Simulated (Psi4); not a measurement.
**GeSiH5 (SMILES [SiH2][GeH3]): a chain of runs**

We compute a geometry optimisation (doublet GeSiH5, U-wB97X-D/def2-SVPD), then a single-point energy (singlet [GeSiH5]+, wB97X-D/def2-SVPD), then a structure relaxation (singlet [GeSiH5]+, wB97X-D/def2-SVPD), then a single-point energy (singlet [GeSiH5]−, wB97X-D/def2-SVPD), then a structure relaxation (singlet [GeSiH5]−, wB97X-D/def2-SVPD) of GeH5Si. 

The results are computed with Psi4 1.11.

## Step 1: Starting point

GeSiH5: 7 atoms, total charge 0, spin state doublet. SMILES: `[SiH2][GeH3]`. The coordinates come from a PBE0-D4/def2-TZVP relaxation. The run starts from this shape.

Bond lengths: Si1–Ge2 2.370 Å, Si1–H3 1.489 Å, Si1–H4 1.489 Å, Ge2–H5 1.537 Å, Ge2–H6 1.541 Å, Ge2–H7 1.537 Å. Angles: Si1–Ge2–H5 109.6°, Si1–Ge2–H6 112.0°, Si1–Ge2–H7 109.7°, Ge2–Si1–H3 113.4°, Ge2–Si1–H4 113.3°, H5–Ge2–H6 108.4°, H5–Ge2–H7 108.7°, H6–Ge2–H7 108.4°, H3–Si1–H4 109.6°.

## Step 2: A structure relaxation at U-wB97X-D/def2-SVPD (density fitting) (run 1)

geh5si.in

```
memory 1600 mb

molecule {
  0 2
  Si
  Ge 1 R2
  H 1 R3 2 A3
  H 1 R4 3 A4 2 D4
  H 2 R5 1 A5 3 D5
  H 2 R6 5 A6 1 D6
  H 2 R7 5 A7 6 D7

  R2 = 2.370434
  R3 = 1.488921
  A3 = 113.39896
  R4 = 1.488941
  A4 = 109.62619
  D4 = -127.7742
  R5 = 1.536849
  A5 = 109.5778
  D5 = 177.91437
  R6 = 1.540932
  A6 = 108.40589
  D6 = -122.51351
  R7 = 1.536868
  A7 = 108.73572
  D7 = -117.61177
  units angstrom
  symmetry c1
}

set {
  reference uks
}

e = opt("wb97x-d/def2-SVPD")
```

The run is started by

```
$ psi4 -i geh5si.in -o geh5si.out -n 1
```

geh5si.out:

```text
[...]
  Running in c1 symmetry.
[...]
  Nuclear repulsion =  161.873854972780038
[...]
  Multiplicity = 2
[...]
  Nalpha       = 26
  Nbeta        = 25
[...]
    Number of basis functions: 102
[...]
   @DF-UKS iter   1: -2367.70051316008403   -2.22625e+00   2.37978e-02 DIIS/ADIIS
[...]
   @DF-UKS iter   8: -2369.15228189635809   -1.81899e-12   3.79193e-09 DIIS
[...]
   @S^2 Observed:                7.527308110E-01
[...]
  @DF-UKS Final Energy: -2369.15228189635809
   => Energetics <=
    Nuclear Repulsion Energy =            161.4653556306165285
    One-Electron Energy =               -3620.2435532972845067
    Two-Electron Energy =                1165.0060317778136323
    DFT Exchange-Correlation Energy =     -75.3780952523202643
    Empirical Dispersion Energy =          -0.0020207551836771
    VV10 Nonlocal Energy =                  0.0000000000000000
    Total Energy =                      -2369.1522818963580903
[...]
  -Total Gradient:
     Atom            X                  Y                   Z
    ------   -----------------  -----------------  -----------------
       1       -0.000109902198    -0.000048799351     0.000111780023
       2        0.000027517724     0.000013960677     0.000169538050
       3       -0.000042397057    -0.000037378919     0.000118045734
       4       -0.000059631448    -0.000022939250     0.000125319094
       5       -0.000023225530    -0.000033706596     0.000136775308
       6       -0.000039581759    -0.000014246660     0.000156264927
       7       -0.000040292901     0.000002311887     0.000146446620
[...]
```

The script printed:

```text
Optimizer: Optimization complete!
```

Run time: 61 s. Hardware: 1 thread of AMD EPYC 7R43 (Zen 3), shared host; peak memory 0.78 GiB.

Step by step:

| step | energy from the first frame kept (eV) | largest force (eV/Å) |
| --- | --- | --- |
| 0 | 0.0000 | 0.0849 |
| 1 | -0.0008 | 0.0304 |
| 2 | -0.0008 | 0.0145 |
| 3 | -0.0009 | 0.0089 |

After the run. Bond lengths: Si1–Ge2 2.379 Å, Si1–H3 1.493 Å, Si1–H4 1.493 Å, Ge2–H5 1.536 Å, Ge2–H6 1.540 Å, Ge2–H7 1.536 Å. Angles: Si1–Ge2–H5 109.9°, Si1–Ge2–H6 111.6°, Si1–Ge2–H7 110.0°, Ge2–Si1–H3 112.9°, Ge2–Si1–H4 112.9°, H5–Ge2–H6 108.3°, H5–Ge2–H7 108.6°, H6–Ge2–H7 108.3°, H3–Si1–H4 109.4°.

## Step 3: The singlet cation: a single-point energy at wB97X-D/def2-SVPD (density fitting) (run 2)

job.py

```python
import psi4

psi4.set_memory('1600 MB')
psi4.set_num_threads(1)
psi4.set_output_file('geh5si.out', False)

m = psi4.geometry("""
1 1
Si
Ge 1 2.379451
H 1 1.492968 2 112.92194
H 1 1.492968 3 109.39334 2 -126.61652
H 2 1.535743 1 109.90753 3 177.78992
H 2 1.539645 5 108.3322 1 -122.18166
H 2 1.535749 5 108.649 6 -117.46843
symmetry c1
""")

energy_value, wavefunction = psi4.energy('wb97x-d/def2-SVPD', molecule=m, return_wfn=True)
print(f'wb97x-d/def2-SVPD energy: {energy_value:.10f} Eh')
for k, v in sorted(psi4.core.scalar_variables().items()):
    print(f'{k:45s} {v:18.10f}')
```

The run is started by

```
$ python job.py
```

geh5si.out:

```text
[...]
  Running in c1 symmetry.
[...]
  Nuclear repulsion =  161.465318817286800
[...]
  Multiplicity = 1
[...]
  Nalpha       = 25
  Nbeta        = 25
[...]
    Number of basis functions: 102
[...]
   @DF-RKS iter   1: -2367.38478821375065   -1.91817e+00   2.37620e-02 DIIS/ADIIS
[...]
   @DF-RKS iter  10: -2368.84667964631717   -1.55093e-07   4.83116e-07 DIIS
[...]
  @DF-RKS Final Energy: -2368.84667964631717
   => Energetics <=
    Nuclear Repulsion Energy =            161.4653188172867999
    One-Electron Energy =               -3608.8465340151342389
    Two-Electron Energy =                1153.7763103797581152
    DFT Exchange-Correlation Energy =     -75.2397540731030574
    Empirical Dispersion Energy =          -0.0020207551249692
    VV10 Nonlocal Energy =                  0.0000000000000000
    Total Energy =                      -2368.8466796463176252
[...]
 Multipole Moments:
 ------------------------------------------------------------------------------------
     Multipole            Electronic (a.u.)      Nuclear  (a.u.)        Total (a.u.)
 ------------------------------------------------------------------------------------
 L = 1.  Multiply by 2.5417464519 to convert [e a0] to [Debye]
 Dipole X            :         -1.2072639            1.0905396           -0.1167243
 Dipole Y            :         -0.6302869            0.5697773           -0.0605097
 Dipole Z            :          5.1144190           -7.1828615           -2.0684425
 Magnitude           :                                                    2.0726168
[...]
```

Standard output:

```text
wb97x-d/def2-SVPD energy: -2368.8466796463 Eh
CURRENT ENERGY                                  -2368.8466796463
CURRENT REFERENCE ENERGY                        -2368.8466796463
DD SOLVATION ENERGY                                 0.0000000000
DFT FUNCTIONAL TOTAL ENERGY                     -2368.8446588912
DFT TOTAL ENERGY                                -2368.8466796463
DFT VV10 ENERGY                                     0.0000000000
DFT XC ENERGY                                     -75.2397540731
DISPERSION CORRECTION ENERGY                       -0.0020207551
GRID ELECTRONS ALPHA                               24.9999963088
GRID ELECTRONS BETA                                24.9999963088
GRID ELECTRONS TOTAL                               49.9999926175
NUCLEAR REPULSION ENERGY                          161.4653188173
ONE-ELECTRON ENERGY                             -3608.8465340151
PCM POLARIZATION ENERGY                             0.0000000000
PE ENERGY                                           0.0000000000
SCF ITERATION ENERGY                            -2368.8466796463
SCF ITERATIONS                                     10.0000000000
SCF TOTAL ENERGY                                -2368.8466796463
TWO-ELECTRON ENERGY                              1153.7763103798
WB97X-D DISPERSION CORRECTION ENERGY               -0.0020207551
XC GRID RADIAL POINTS                              75.0000000000
XC GRID SPHERICAL POINTS                          302.0000000000
XC GRID TOTAL POINTS                           153007.0000000000
```

Run time: 9.6 s. Hardware: 1 thread of AMD EPYC 7R43 (Zen 3), shared host; peak memory 0.71 GiB.

## Step 4: The singlet cation: a geometry optimisation at wB97X-D/def2-SVPD (density fitting) (run 3)

input.dat

```
memory 1600 mb

molecule {
  1 1
  Si    -0.095573    -1.430238    -0.163954
  Ge     0.289285     0.916956    -0.098004
  H      0.176204    -2.100958     1.141889
  H     -1.472132    -1.780142    -0.623962
  H      0.042912     1.526461    -1.485920
  H     -0.641201     1.615993     0.909989
  H      1.742542     1.198470     0.311043
  symmetry c1
}

set {
  basis def2-SVPD
  geom_maxiter 50
}

optimize('wb97x-d')
```

The run is started by

```
$ psi4 -n 1 input.dat output.dat
```

output.dat:

```text
[...]
  Running in c1 symmetry.
[...]
  Nuclear repulsion =  161.465336236636091
[...]
  Multiplicity = 1
[...]
  Nalpha       = 25
  Nbeta        = 25
[...]
    Number of basis functions: 102
[...]
   @DF-RKS iter   1: -2367.38478826157734   -1.91817e+00   2.37620e-02 ADIIS/DIIS
[...]
   @DF-RKS iter   6: -2368.87367181952914   -3.27418e-11   7.47161e-09 DIIS
[...]
  @DF-RKS Final Energy: -2368.87367181952914
   => Energetics <=
    Nuclear Repulsion Energy =            159.8136939590352199
    One-Electron Energy =               -3605.5738290607750969
    Two-Electron Energy =                1152.1391591254216564
    DFT Exchange-Correlation Energy =     -75.2507788376183271
    Empirical Dispersion Energy =          -0.0019170055924930
    VV10 Nonlocal Energy =                  0.0000000000000000
    Total Energy =                      -2368.8736718195286812
[...]
  -Total Gradient:
     Atom            X                  Y                   Z
    ------   -----------------  -----------------  -----------------
       1       -0.000004335768    -0.000003012901     0.000001877964
       2       -0.000023981347    -0.000046040461     0.000019282555
       3       -0.000012722584    -0.000030526854     0.000012928155
       4       -0.000017677728    -0.000030227473     0.000006688843
       5       -0.000047097770    -0.000023070643     0.000030538284
       6       -0.000040408969    -0.000027746145     0.000030011779
       7       -0.000037891486    -0.000025776449     0.000045306117
[...]
```

Standard output:

```text
Optimizer: Optimization complete!
```

Run time: 81 s. Hardware: 1 thread of AMD EPYC 7R43 (Zen 3), shared host; peak memory 0.77 GiB.

Steps, from the record of the run:

| step | energy from the first frame kept (eV) | largest force (eV/Å) |
| --- | --- | --- |
| 0 | 0.0000 | 2.5227 |
| 1 | -0.5281 | 1.3545 |
| 2 | -0.7022 | 0.4425 |
| 3 | -0.7235 | 0.1079 |
| 4 | -0.7301 | 0.0728 |
| 5 | -0.7336 | 0.0688 |
| 6 | -0.7344 | 0.0321 |
| 7 | -0.7345 | 0.0072 |
| 8 | -0.7345 | 0.0033 |

After the run. Bond lengths: Si1–Ge2 2.418 Å, Si1–H3 1.482 Å, Si1–H4 1.482 Å, Ge2–H5 1.522 Å, Ge2–H6 1.530 Å, Ge2–H7 1.522 Å. Angles: Si1–Ge2–H5 104.7°, Si1–Ge2–H6 100.2°, Si1–Ge2–H7 104.6°, Ge2–Si1–H3 124.0°, Ge2–Si1–H4 124.1°, H5–Ge2–H6 114.2°, H5–Ge2–H7 116.4°, H6–Ge2–H7 114.2°, H3–Si1–H4 111.9°.

## Step 5: The singlet anion: a single-point energy at wB97X-D/def2-SVPD (density fitting) (run 4)

calc.in

```
memory 1600 MB

molecule {
  -1 1
  Si
  Ge 1 r2
  H 1 r3 2 a3
  H 1 r4 3 a4 2 d4
  H 2 r5 1 a5 3 d5
  H 2 r6 5 a6 1 d6
  H 2 r7 5 a7 6 d7

  r2 = 2.379451
  r3 = 1.492968
  a3 = 112.92194
  r4 = 1.492968
  a4 = 109.39334
  d4 = -126.61652
  r5 = 1.535743
  a5 = 109.90753
  d5 = 177.78992
  r6 = 1.539645
  a6 = 108.3322
  d6 = -122.18166
  r7 = 1.535749
  a7 = 108.649
  d7 = -117.46843
  symmetry c1
}

set reference rks

e = energy("wb97x-d/def2-SVPD")
print_variables()
```

The run is started by

```
$ psi4 -n 1 calc.in calc.out
```

calc.out:

```text
[...]
  Running in c1 symmetry.
[...]
  Nuclear repulsion =  161.465318817286800
[...]
  Multiplicity = 1
[...]
  Nalpha       = 26
  Nbeta        = 26
[...]
    Number of basis functions: 102
[...]
   @DF-RKS iter   1: -2367.66653540139578   -2.19992e+00   2.39620e-02 ADIIS/DIIS
[...]
   @DF-RKS iter   9: -2369.19149636664270   -2.31054e-07   6.03447e-07 DIIS
[...]
  @DF-RKS Final Energy: -2369.19149636664270
   => Energetics <=
    Nuclear Repulsion Energy =            161.4653188172867999
    One-Electron Energy =               -3630.5321789155814258
    Two-Electron Energy =                1175.3547582649671313
    DFT Exchange-Correlation Energy =     -75.4773737781902412
    Empirical Dispersion Energy =          -0.0020207551249692
    VV10 Nonlocal Energy =                  0.0000000000000000
    Total Energy =                      -2369.1914963666426956
[...]
 Multipole Moments:
 ------------------------------------------------------------------------------------
     Multipole            Electronic (a.u.)      Nuclear  (a.u.)        Total (a.u.)
 ------------------------------------------------------------------------------------
 L = 1.  Multiply by 2.5417464519 to convert [e a0] to [Debye]
 Dipole X            :         -0.8389897            1.0905396            0.2515498
 Dipole Y            :         -0.4375009            0.5697773            0.1322764
 Dipole Z            :          9.3670547           -7.1828615            2.1841932
 Magnitude           :                                                    2.2026062
[...]
```

Run time: 8.4 s. Hardware: 1 thread of AMD EPYC 7R43 (Zen 3), shared host; peak memory 0.71 GiB.

## Step 6: The singlet anion: a structure relaxation at wB97X-D/def2-SVPD (density fitting) (run 5)

geh5si.py

```python
import psi4

psi4.set_memory(1600000000)
psi4.set_num_threads(1)
psi4.set_output_file('psi4.out', False)

geom = psi4.geometry("""
-1 1
Si    -0.18060679    -2.70275811    -0.30982816
Ge     0.54666942     1.73279571    -0.18520072
H      0.33297730    -3.97023522     2.15785747
H     -2.78192630    -3.36398084    -1.17911729
H      0.08109193     2.88459323    -2.80798184
H     -1.21169428     3.05378419     1.71962999
H      3.29292714     2.26478007     0.58778608
units bohr
symmetry c1
""")

psi4.set_options({
    'reference': 'rks',
    'geom_maxiter': 50,
})

e_tot = psi4.optimize("wb97x-d/def2-SVPD")
print('E =', round(e_tot, 9))
print(geom.to_string(dtype='xyz', units='Angstrom'))
for k, v in sorted(psi4.core.scalar_variables().items()):
    print(f'{k:45s} {v:18.10f}')
```

The run is started by

```
$ python geh5si.py
```

psi4.out:

```text
[...]
  Running in c1 symmetry.
[...]
  Nuclear repulsion =  161.465336375346624
[...]
  Multiplicity = 1
[...]
  Nalpha       = 26
  Nbeta        = 26
[...]
    Number of basis functions: 102
[...]
   @DF-RKS iter   1: -2367.66653597875393   -2.19992e+00   2.39620e-02 ADIIS/DIIS
[...]
   @DF-RKS iter   7: -2369.21671608692623    7.27596e-12   3.34209e-09 DIIS
[...]
  @DF-RKS Final Energy: -2369.21671608692623
   => Energetics <=
    Nuclear Repulsion Energy =            159.3830608765924524
    One-Electron Energy =               -3626.6085696579175419
    Two-Electron Energy =                1173.4678923290628063
    DFT Exchange-Correlation Energy =     -75.4571147512340730
    Empirical Dispersion Energy =          -0.0019848834300945
    VV10 Nonlocal Energy =                  0.0000000000000000
    Total Energy =                      -2369.2167160869266809
[...]
  -Total Gradient:
     Atom            X                  Y                   Z
    ------   -----------------  -----------------  -----------------
       1        0.000096472641     0.000025903536    -0.000087826096
       2        0.000023662554    -0.000031532421    -0.000023794724
       3        0.000121008741    -0.000029064946    -0.000133948913
       4        0.000135593927    -0.000030640116    -0.000118314592
       5        0.000031094061     0.000058454529    -0.000011404173
       6        0.000006464349    -0.000038608139    -0.000013728339
       7        0.000022891489     0.000062491213    -0.000019185902
[...]
```

The script printed:

```text
Optimizer: Optimization complete!
E = -2369.216716087
7
-1 1 GeH5Si
Si                   -0.125997991491    -1.749460408561    -0.201444721233
Ge                    0.065430909141     0.656950777342     0.058597637509
H                    -0.125161631642    -1.990528870764     1.320397073963
H                    -1.661752034774    -1.691746651781    -0.312105431283
H                    -0.156441516174     1.468368529576    -1.263773779539
H                    -0.849000905978     1.444426312670     1.063305563641
H                     1.490847123965     1.148465247316     0.486248209033

CURRENT ENERGY                                  -2369.2167160869
CURRENT REFERENCE ENERGY                        -2369.2167160869
DD SOLVATION ENERGY                                 0.0000000000
DFT FUNCTIONAL TOTAL ENERGY                     -2369.2147312035
DFT TOTAL ENERGY                                -2369.2167160869
DFT VV10 ENERGY                                     0.0000000000
DFT XC ENERGY                                     -75.4571147512
DISPERSION CORRECTION ENERGY                       -0.0019848834
GRID ELECTRONS ALPHA                               26.0000090652
GRID ELECTRONS BETA                                26.0000090652
GRID ELECTRONS TOTAL                               52.0000181303
NUCLEAR REPULSION ENERGY                          159.3830608766
ONE-ELECTRON ENERGY                             -3626.6085696579
OPTIMIZATION ITERATIONS                             9.0000000000
PCM POLARIZATION ENERGY                             0.0000000000
PE ENERGY                                           0.0000000000
SCF ITERATION ENERGY                            -2369.2167160869
SCF ITERATIONS                                      7.0000000000
SCF TOTAL ENERGY                                -2369.2167160869
TWO-ELECTRON ENERGY                              1173.4678923291
WB97X-D DISPERSION CORRECTION ENERGY               -0.0019848834
XC GRID RADIAL POINTS                              75.0000000000
XC GRID SPHERICAL POINTS                          302.0000000000
XC GRID TOTAL POINTS                           152908.0000000000
```

Wall time 83 s (1 thread of AMD EPYC 7R43 (Zen 3), shared host); peak memory 0.78 GiB.

Step by step:

| step | energy from the first frame kept (eV) | largest force (eV/Å) |
| --- | --- | --- |
| 0 | 0.0000 | 2.2924 |
| 1 | -0.5022 | 1.4260 |
| 2 | -0.6524 | 0.4334 |
| 3 | -0.6727 | 0.2708 |
| 4 | -0.6791 | 0.2924 |
| 5 | -0.6820 | 0.1652 |
| 6 | -0.6862 | 0.0424 |
| 7 | -0.6863 | 0.0100 |
| 8 | -0.6863 | 0.0094 |

After the run. Bond lengths: Si1–Ge2 2.428 Å, Si1–H3 1.541 Å, Si1–H4 1.541 Å, Ge2–H5 1.567 Å, Ge2–H6 1.570 Å, Ge2–H7 1.567 Å. Angles: Si1–Ge2–H5 114.3°, Si1–Ge2–H6 121.3°, Si1–Ge2–H7 114.3°, Ge2–Si1–H3 92.8°, Ge2–Si1–H4 92.8°, H5–Ge2–H6 101.4°, H5–Ge2–H7 101.3°, H6–Ge2–H7 101.4°, H3–Si1–H4 94.4°.

## Step 7: What came out

```
                                                                   quantity           value
                        run 1, U-wB97X-D/def2-SVPD: total energy at the end  -2369.15228 Eh
                                  run 1, U-wB97X-D/def2-SVPD: dipole moment          0.04 D
             run 1, U-wB97X-D/def2-SVPD: HOMO energy (highest over α and β)        -7.93 eV
              run 1, U-wB97X-D/def2-SVPD: LUMO energy (lowest over α and β)        -1.39 eV
                              run 1, U-wB97X-D/def2-SVPD: dispersion energy    -5.31 kJ/mol
                                           run 1, U-wB97X-D/def2-SVPD: ⟨S²⟩           0.753
                                        singlet cation, run 2: total energy  -2368.84668 Eh
                                         singlet cation, run 2: HOMO energy       -16.37 eV
                                         singlet cation, run 2: LUMO energy        -8.54 eV
                                       singlet cation, run 2: HOMO–LUMO gap         7.83 eV
                                   singlet cation, run 2: dispersion energy    -5.31 kJ/mol
                             singlet cation, run 3: total energy at the end  -2368.87367 Eh
                                         singlet cation, run 3: HOMO energy       -16.29 eV
                                         singlet cation, run 3: LUMO energy        -7.48 eV
                                       singlet cation, run 3: HOMO–LUMO gap         8.81 eV
                                   singlet cation, run 3: dispersion energy    -5.03 kJ/mol
                                         singlet anion, run 4: total energy  -2369.19150 Eh
                                          singlet anion, run 4: HOMO energy        -0.93 eV
                                          singlet anion, run 4: LUMO energy         5.33 eV
singlet anion, run 4: HOMO–LUMO gap (to an unbound level, set by the basis)         6.25 eV
                                    singlet anion, run 4: dispersion energy    -5.31 kJ/mol
                              singlet anion, run 5: total energy at the end  -2369.21672 Eh
                                          singlet anion, run 5: HOMO energy        -2.28 eV
                                          singlet anion, run 5: LUMO energy         5.38 eV
singlet anion, run 5: HOMO–LUMO gap (to an unbound level, set by the basis)         7.66 eV
                                    singlet anion, run 5: dispersion energy    -5.21 kJ/mol
     adiabatic electron affinity (to the singlet anion, no zero-point term)        1.753 eV
    adiabatic ionisation energy (to the singlet cation, no zero-point term)        7.581 eV
```

What this shows: The adiabatic electron affinity (to the singlet anion, no zero-point term) is 1.75 eV (40 kcal/mol). The adiabatic ionisation energy (to the singlet cation, no zero-point term) is 7.58 eV (731 kJ/mol). The optimisation (run 1, U-wB97X-D/def2-SVPD) took 4 steps and changed the energy by -0.001 eV. The optimisation (singlet cation, run 3) took 9 steps and changed the energy by -0.734 eV. The optimisation (singlet anion, run 5) took 9 steps and changed the energy by -0.686 eV.
